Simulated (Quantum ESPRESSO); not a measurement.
Runs of Quantum ESPRESSO 7.5 on NiPdO2. It takes space group R-3m (No. 166, trigonal). Conventional cell: a = 3.272 Å, b = 3.272 Å, c = 18.530 Å, α = 90.00°, β = 90.00°, γ = 120.00°. Pd (site symmetry -3m) has 2 O at 1.98 Å as nearest neighbours. Around Ni (site symmetry -3m) lie 6 O at 2.19 Å. O (site symmetry 3m) has 1 Pd at 1.98 Å and 3 Ni at 2.19 Å as nearest neighbours. The cell was built by a generator and needn't be a form met in nature.

```csv
level,gap on the mesh (eV),pressure (GPa),moment (μB),largest force (eV/Å)
PBE+U,none,-20.4,0.15,1.85
PW91+U,none,-20.9,(a),(c)
RPBE+U,none,(b),0.15,1.87
revPBE+U,none,-17.7,0.15,1.86
```

Alike in all rows: task single point; potentials or basis Ansatz NC SR PBE; spin collinear, ferromagnetic start; Pd d U = 3 eV, Ni d U = 3 eV; cell as given; k mesh 5 × 5 × 5; cutoff (eV) 1401; smearing gaussian 0.05 eV; the mesh is coarse, so values aren't converged.

**Question.** Estimate the missing entries.

**Answer.** (a) 0.14; (b) -16.6; (c) 1.88.

Caveats: all runs use coarse meshes; the potentials were made for another functional, which shifts forces and pressure (some runs); forces of over 1 eV/Å show positions far from the minimum, so gaps and moduli don't describe the material at rest (some runs).

A k mesh can miss the band edges, and the runs leave out spin-orbit coupling on Pd.

A gap of «none» marks a metal or a gap under the smearing width.
